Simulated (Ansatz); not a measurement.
Li, space group Fm-3m: an equation of state with a fit, run with the Python package of Ansatz (0.2.0).

The script, `eos.py`:
```python
"""Bulk modulus of Li from an E(V) curve."""

import ansatz
import numpy as np
from pymatgen.analysis.eos import EOS

vectors0 = np.array([
    [0.0, 2.202, 2.202],
    [2.202, 0.0, 2.202],
    [2.202, 2.202, 0.0],
])
sites = [
    ("Li", (0.0, 0.0, 0.0)),
]


def make_crystal(cell):
    crystal = ansatz.Crystal(lattice=ansatz.Lattice.of(cell))
    for symbol, position in sites:
        crystal = crystal.atom(symbol, position)
    return crystal

# uniform scaling of the cell
volumes, energies = [], []
for scale in np.linspace(0.92, 1.08, 7):
    cell = vectors0 * scale ** (1 / 3)
    base = (
        make_crystal(cell).calculation()
        .functional("r2SCAN")
        .occupations("fermi_dirac", width=0.15)
        .scf(tolerance=1e-08)
        .basis(600)
        .kpoints(9, 9, 9)
    )
    r = base.run().report
    volumes.append(abs(np.linalg.det(cell)) / len(sites))
    energies.append(r["free_energy_ev"] / len(sites))
    print(f"V = {volumes[-1]:8.4f} A^3/atom  F = {energies[-1]:.5f} eV/atom")

for form in ["pourier_tarantola", "vinet", "murnaghan"]:
    fit = EOS(eos_name=form).fit(volumes, energies)
    print(f"{form:18s} V0 {fit.v0:8.4f} A^3/atom  B0 {fit.b0_GPa:7.1f} GPa  B1 {fit.b1:5.2f}")
```

Its results, one of them left out:

| V (Å³/atom) | F less the lowest row shown (meV/atom) |
| --- | --- |
| 19.646 | 3.84 |
| 20.215 | ? |
| 20.785 | 0.00 |
| 21.354 | 0.11 |
| 21.924 | 1.39 |
| 22.493 | 3.69 |
| 23.062 | 6.92 |

What is the missing energy at 20.215 Å³ an atom?

A third-order Birch-Murnaghan fit, E = E0 + (9 V0 B0 / 16) [(t - 1)³ B' + (t - 1)² (6 - 4t)] with t = (V0/V)^(2/3), through the 6 rows shown gives V0 = 21.014 Å³, B0 = 12.9 GPa, B' = 3.29 and E0 = -0.10 meV. At V = 20.215 Å³, t = 1.02618, and the fit interpolates to 1.19 meV. The run gave 1.19 meV, a miss of 0.00 meV.

Notes:
- The mesh is modest for a metal, so energies can be off by several to tens of meV an atom and pressures by half a GPa or more; differences at equal mesh fare better.
- This isn't the structure that Li takes at ambient conditions.
- Cost: about 10 core-seconds.
